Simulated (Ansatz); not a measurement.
Crystal: MnCoGe.

```xyz
6
Lattice="4.0911 0.0000 0.0000 -2.0456 3.5430 0.0000 0.0000 0.0000 5.1439" Properties=species:S:1:pos:R:3 pbc="T T T"
Ge    0.0000    2.3620    1.2860
Ge    2.0456    1.1810    3.8579
Co    2.0456    1.1810    1.2860
Co    0.0000    2.3620    3.8579
Mn    0.0000    0.0000    2.5719
Mn    0.0000    0.0000    0.0000
```

The cell is a database's computed one.

Alike in all runs: program Ansatz 0.2.0; functional PBEsol; potentials or basis Ansatz PAW; cutoff 420 eV (not typed: the program's choice for these potentials); k mesh 6 × 6 × 5; occupations fermi-dirac, width 0.05 eV.

The same cell was started in several ways:

| start | free energy over the lowest (meV/atom) | net moment (μB) | site or absolute moments (μB) | gap |
| --- | --- | --- | --- | --- |
| collinear spin, ferromagnetic start of up to 4 μB; fixed moment 12 | 463.0 | 12.00 | Ge +0.09; Co +1.81; Mn +3.68 | - |
| collinear spin, ferromagnetic start of up to 5 μB; fixed moment 15 | 1239.7 | 15.00 | Ge +0.30; Co +2.32; Mn +4.04 | - |
| collinear spin, program default start; fixed moment 0 | 208.9 | 0.00 | - | - |
| collinear spin, ferromagnetic start of up to 1 μB; fixed moment 3 | 63.8 | 3.00 | Ge -0.05; Co -0.48; Mn +2.04 | - |
| collinear spin, ferromagnetic start of up to 6 μB; fixed moment 18 | 2502.7 | 18.00 | Ge +0.48; Co +2.73; Mn +4.41 | - |
| collinear spin, ferromagnetic start of up to 3 μB; fixed moment 9 | 82.2 | 9.00 | Ge -0.04; Co +1.09; Mn +3.29 | - |
| collinear spin, ferromagnetic start of up to 8 μB; fixed moment 24 | 6374.7 | 24.00 | Ge +0.81; Co +3.56; Mn +4.98 | - |
| collinear spin, ferromagnetic start of up to 2 μB; fixed moment 6 | 0.0 | 6.00 | Ge -0.06; Co +0.42; Mn +2.60 | - |

All polarised runs hold their moment fixed, so the table maps the energy against it. A still lower state may exist.

Caveats: the total moment is fixed, so each spin has its own Fermi level; the starting moments weren't kept (some runs).
